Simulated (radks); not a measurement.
**Ta⁺ inside a hard spherical wall**

Aim: energy, levels and pressure of Ta⁺ as a wall, at which all orbitals vanish, closes in. The configuration stays [Xe] 4f14 5d3 6s1.

Method: scalar-relativistic Kohn-Sham, r2SCAN, spin-polarised, spherical densities, finite nucleus; open shells are filled with parallel spins first. Code: radks (a radial shooting solver on a logarithmic mesh, Libxc functionals) version 1.

### Step 1. What is computed

| Quantity | Value |
| --- | --- |
| element | tantalum (Z = 73) |
| charge | +1 |
| electrons | 72 |
| configuration | [Xe] 4f14 5d3 6s1 |
| nuclear rms radius | 5.3507 fm |

Outer shells as boxes (Hund's rule):

Ta⁺
```
[Xe] core
4f [↑↓][↑↓][↑↓][↑↓][↑↓][↑↓][↑↓]
5d [↑ ][↑ ][↑ ][  ][  ]
6s [↑ ]
```

### Step 2. The free atom

Settings of this run:

```text
Z 73
configuration [Xe] 4f14 5d3 6s1 6p0 7s0 5f0
relativity scalar-relativistic
functional r2scan,r2scan
spin polarised
nucleus finite rms 5.3507 fm
c 137.035999084
```

### Step 3. Wall at 8 bohr

Changes since step 2:

```diff
@@ -6,2 +6,3 @@
 nucleus finite rms 5.3507 fm
+wall 8 bohr
 c 137.035999084
```

### Step 4. Wall at 7 bohr

Changes since step 3:

```diff
@@ -6,3 +6,3 @@
 nucleus finite rms 5.3507 fm
-wall 8 bohr
+wall 7 bohr
 c 137.035999084
```

### Step 5. Wall at 5 bohr

Changes since step 4:

```diff
@@ -6,3 +6,3 @@
 nucleus finite rms 5.3507 fm
-wall 7 bohr
+wall 5 bohr
 c 137.035999084
```

### Step 6. Wall at 4 bohr

Changes since step 5:

```diff
@@ -6,3 +6,3 @@
 nucleus finite rms 5.3507 fm
-wall 5 bohr
+wall 4 bohr
 c 137.035999084
```

### Step 7. Wall at 3.5 bohr

Changes since step 6:

```diff
@@ -6,3 +6,3 @@
 nucleus finite rms 5.3507 fm
-wall 4 bohr
+wall 3.5 bohr
 c 137.035999084
```

### Step 8. Wall at 3 bohr

Changes since step 7:

```diff
@@ -6,3 +6,3 @@
 nucleus finite rms 5.3507 fm
-wall 3.5 bohr
+wall 3 bohr
 c 137.035999084
```

### Step 9. Wall at 2.5 bohr

Changes since step 8:

```diff
@@ -6,3 +6,3 @@
 nucleus finite rms 5.3507 fm
-wall 3 bohr
+wall 2.5 bohr
 c 137.035999084
```

### Step 10. Wall at 1.5 bohr

Changes since step 9:

```diff
@@ -6,3 +6,3 @@
 nucleus finite rms 5.3507 fm
-wall 2.5 bohr
+wall 1.5 bohr
 c 137.035999084
```

Q: Predict the outcome of this session. Wanted: for each run, R; E − E(free); ε(5d); ε(6p, empty); ε(7s, empty); ε(5f, empty); pressure.

As calculated:

```tsv
R (bohr)	E − E(free) (eV)	ε(5d) (eV)	ε(6p, empty) (eV)	ε(7s, empty) (eV)	ε(5f, empty) (eV)	pressure (GPa)
free	0.000	-11.510	-6.894	-	-	0
8	0.020	-11.475	-6.734	0.199	2.758	0.0434
7	0.098	-11.376	-6.410	2.721	4.170	0.270
5	1.998	-10.091	-2.771	18.460	10.726	10.2
4	8.729	-7.275	5.404	44.057	19.537	70.8
3.5	18.864	-4.049	15.067	70.147	27.716	211
3	43.462	2.280	34.008	116.25	41.371	730
2.5	111.94	16.117	74.317	205.20	66.638	3128
1.5	1297.9	161.51	445.89	911.65	260.08	147403
```

In words: Eigenvalues are for spin up. At the tightest wall, 1.5 bohr, the energy stands 1297.9 eV above the free atom and the pressure, −dE/dV, is 147403 GPa. Of the levels in the table that exist at both ends, 6p (empty) rises most from the free atom (452.78 eV). From R = 3.5 bohr inwards the highest occupied level lies above zero, pushed up by confinement. Shells are not refilled when levels cross, and a hard wall is a model, not a crystal.
